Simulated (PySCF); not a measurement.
# BBrH3P: the cost of one run

Computed with PySCF 2.14.0. Level: levels as typed in each script, gas phase, geometry from GFN2-xTB.

## 1. The system as given

SMILES `PBBr`, 6 atoms, charge 0, spin multiplicity 1.

Bond lengths: P1–B2 1.940 Å, P1–H4 1.389 Å, P1–H5 1.391 Å, B2–Br3 1.855 Å, B2–H6 1.172 Å. Angles: B2–P1–H4 94.3°, B2–P1–H5 94.3°, H4–P1–H5 90.5°, P1–B2–Br3 122.1°, P1–B2–H6 120.1°, Br3–B2–H6 117.8°.

Geometry (Å):

```csv
atom,x (Å),y (Å),z (Å)
P1,2.1948,0.0809,0.0000
B2,0.4844,-0.8343,-0.0003
Br3,-1.1270,0.0853,0.0000
H4,1.8293,0.9866,0.9870
H5,1.8280,0.9895,-0.9867
H6,0.4446,-2.0055,-0.0005
```

## 2. Density, bond paths and surface potential (PBE0/cc-pvtz)

input.py

```python
import numpy as np
from pyscf import gto, scf, dft
from pyscf.scf import atom_ks, atom_hf
from scipy.linalg import block_diag

def solve(mol, dm0=None, hcore=None):
    mf = (dft.UKS if mol.spin else dft.RKS)(mol, xc='pbe0')
    mf.grids.level = 3
    mf = mf.density_fit(auxbasis='def2-universal-jkfit')
    mf.conv_tol, mf.max_cycle = 1e-8, 80
    if hcore is not None:
        mf.get_hcore = lambda *args: hcore
    mf.kernel(dm0)
    if not mf.converged:
        mf = mf.newton().run(mf.mo_coeff, mf.mo_occ, max_cycle=30)
    assert mf.converged, 'SCF not converged'
    return mf

mol = gto.M(atom='''
P      2.19480     0.08094     0.00002
B      0.48436    -0.83428    -0.00030
Br    -1.12702     0.08533     0.00004
H      1.82928     0.98661     0.98703
H      1.82796     0.98947    -0.98669
H      0.44462    -2.00545    -0.00054
''', basis='cc-pvtz', charge=0, spin=0, verbose=4)
mf = solve(mol)
mf.analyze()
# spherically averaged free atoms, for the promolecule
atm = atom_ks.get_atm_nrks(mol, xc='pbe0')
pro = block_diag(*[(atm[a[0]][2] * atm[a[0]][3]) @ atm[a[0]][2].T for a in mol._atom])
np.savez('result.npz', e=mf.e_tot, c=mf.mo_coeff, occ=mf.mo_occ, eps=mf.mo_energy, pro=pro, dip=mf.dip_moment(verbose=0), s2=mf.spin_square()[0])
```

Command:

```sh
$ OMP_NUM_THREADS=1 python input.py
```

Q: Estimate wall time and peak memory on 1 thread of Arm Neoverse V1, shared host.

About 15 s, with a peak of 0.55 GiB.
